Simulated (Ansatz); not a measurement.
# SnH2+ (doublet): wave-function methods side by side at distance Sn1–H2 = 3.725 Å, def2-SVP

Aim: climb from Hartree-Fock through coupled cluster and multireference methods for SnH2+ (doublet) at one geometry and basis, and see what each rung misses.

The runs use Ansatz 0.2.0, Gaussian basis; def2-SVP, core rule «outside noble gas», up to 9 orbitals frozen.

Plan: UHF; CCSD(T) on ROHF; CCSD(T) on UHF; BCCD(T) on ROHF; CISD; CCSDT(Q) on ROHF; CCSDT(Q) on UHF; CISDTQ; CASSCF and MRCISD+Q, 3 electrons in 3 orbitals; CASSCF and NEVPT2, 3 electrons in 3 orbitals; CASSCF and MRCISD+Q, 5 electrons in 6 orbitals; CASSCF and MRCISD+Q(relaxed), 5 electrons in 6 orbitals; CASSCF and NEVPT2, 5 electrons in 6 orbitals; Full CI.

25 further runs of the same task are left out: 6 for a known fault of the program, 19 that didn't finish.

**1. The system**

The geometry derives from a PBE0/def2-TZVP stationary point (not a proven minimum). One bond is set to the value named and the two fragments are kept rigid. No spin-orbit coupling is included. Elements past krypton take def2 core potentials.

3 atoms, charge 1, spin multiplicity 2.

Atoms are counted from 1 here; the program's logs count them from 0.

Bond lengths: Sn1–H3 1.655 Å.

As a file:

```xyz
3

Sn    0.00000    0.00000    0.68987
H     0.00000    0.00000   -3.03513
H     0.00000    0.00000    2.34527
```

**2. UHF**

in.yaml

```yaml
crystal:
  periodic: [false, false, false]
  atoms:
    - {symbol: Sn, position_ang: [0.000000, 0.000000, 0.689867]}
    - {symbol: H, position_ang: [0.000000, 0.000000, -3.035133]}
    - {symbol: H, position_ang: [0.000000, 0.000000, 2.345267]}
basis:
  gaussian: {orbitals: def2-SVP}
total_charge: 1
magnetization: {spin_polarized: true, initial_magnetization: 1}
hamiltonian: {xc: hf}
output: {orbitals: {seedname: orbitals}}
```

Launch:

```console
$ ansatz run in.yaml --threads 1 --pin off --events-out ev --progress --plain --max-ram 2393MiB
```

The runs that follow: CCSD(T) on ROHF; CCSD(T) on UHF; BCCD(T) on ROHF; CISD; CCSDT(Q) on ROHF; CCSDT(Q) on UHF; CISDTQ; CASSCF and MRCISD+Q, 3 electrons in 3 orbitals; CASSCF and NEVPT2, 3 electrons in 3 orbitals; CASSCF and MRCISD+Q, 5 electrons in 6 orbitals; CASSCF and MRCISD+Q(relaxed), 5 electrons in 6 orbitals; CASSCF and NEVPT2, 5 electrons in 6 orbitals; Full CI.

**Question.** What will the summary of the whole plan be? Wanted: FCI below the RHF energy; RMP2 from FCI; UMP2 from FCI; RCCSD from FCI; RCCSD(T) from FCI; UCCSD(T) from FCI; RCCSDT(Q) from FCI; UCCSDT(Q) from FCI; NEVPT2 pair from FCI.

The runs gave:

| quantity | value |
| --- | --- |
| FCI below the RHF energy | -1.8395 eV |
| RMP2 from FCI | +12.37 kcal/mol |
| UMP2 from FCI | +12.37 kcal/mol |
| RCCSD from FCI | +0.64 kcal/mol |
| RCCSD(T) from FCI | +0.17 kcal/mol |
| UCCSD(T) from FCI | +0.17 kcal/mol |
| RCCSDT(Q) from FCI | 0.00 kcal/mol |
| UCCSDT(Q) from FCI | 0.00 kcal/mol |
| NEVPT2 pair from FCI | +11.03 kcal/mol |
| MRCISD+Q pair from FCI | -1.07 kcal/mol |
| NEVPT2 valence from FCI | +5.37 kcal/mol |
| levels within 1 kcal/mol (43 meV) | RCCSD, UCCSD, RCCSD(T), UCCSD(T), BCCD(T), RCCSDT, UCCSDT, RCCSDT(Q), UCCSDT(Q), MRCISD pair, MRCISD valence, MRCISD+Q valence, MRCISD+Q(relaxed) valence |
| T1 diagnostic | 0.009 |
| effectively unpaired electrons | 1.05 |

In words: RCCSD(T) misses by +0.17 kcal/mol, 0.4 % of the correlation energy. MRCISD+Q pair, MRCISD+Q(relaxed) valence fall below full CI: the +Q correction isn't variational, and the cores differ from full CI's. One determinant dominates. Of the multireference levels listed MRCISD+Q valence comes nearest in total energy (+0.06 kcal/mol), which doesn't show that its space is the better one. These misses are within one basis, not against nature; the frozen cores of restricted and unrestricted runs differ, which can shift their rows.
